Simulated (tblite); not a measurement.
# C6H9BS: the cost of one run

Computed with tblite 0.8.0 and PySCF 2.14.0, with density-fitted response routines of our own, on a single molecule in the gas phase. Atoms count from 0, in the outputs and in this text.

## (1) The molecule as given

17 atoms, charge 0, multiplicity 1; geometry from: force field or distance geometry start.

Bonds of the start (Å): B0–C1 1.60, C1–C2 1.48, C2–C3 1.39, C3–C4 1.40, C4–C5 1.50, C4–C6 1.40, C6–S7 1.69, S7–C2 1.69, B0–H8 1.18, B0–H9 1.19, C1–H10 1.11, C1–H11 1.10, C3–H12 1.09, C5–H13 1.11, C5–H14 1.12, C5–H15 1.12, C6–H16 1.08.

## (2) Optimising the geometry with GFN2-xTB

What the job is given:

```
{"job": {"kind": "relax", "xc": "GFN2-xTB", "basis": "xTB"}, "charge": 0, "multiplicity": 1}
B      3.006600     0.135700     0.777600
C      2.164300     0.207600    -0.586400
C      0.729400     0.424200    -0.282400
C     -0.222200    -0.552700    -0.033800
C     -1.493000    -0.045300     0.277600
C     -2.689400    -0.907900     0.528100
C     -1.553500     1.349500     0.226400
S     -0.016200     1.935500    -0.141200
H      3.602800    -0.842500     1.061900
H      3.010100     1.066600     1.512600
H      2.296200    -0.751100    -1.134400
H      2.556300     1.029600    -1.200300
H     -0.000600    -1.617500    -0.036200
H     -3.180100    -1.147200    -0.433500
H     -3.407000    -0.373600     1.196400
H     -2.377200    -1.851100     1.037300
H     -2.433500     1.952300     0.413700
```

Started as:

```
> OMP_NUM_THREADS=1 python probes_run.py task.json out
```

The driver reads the jobs from task.json and runs them one after another.

**Question.** How long does this first job take on 1 thread of Arm Neoverse N1, shared host, and how much memory does it need?

About 1.5 s, with a peak of 0.18 GiB.
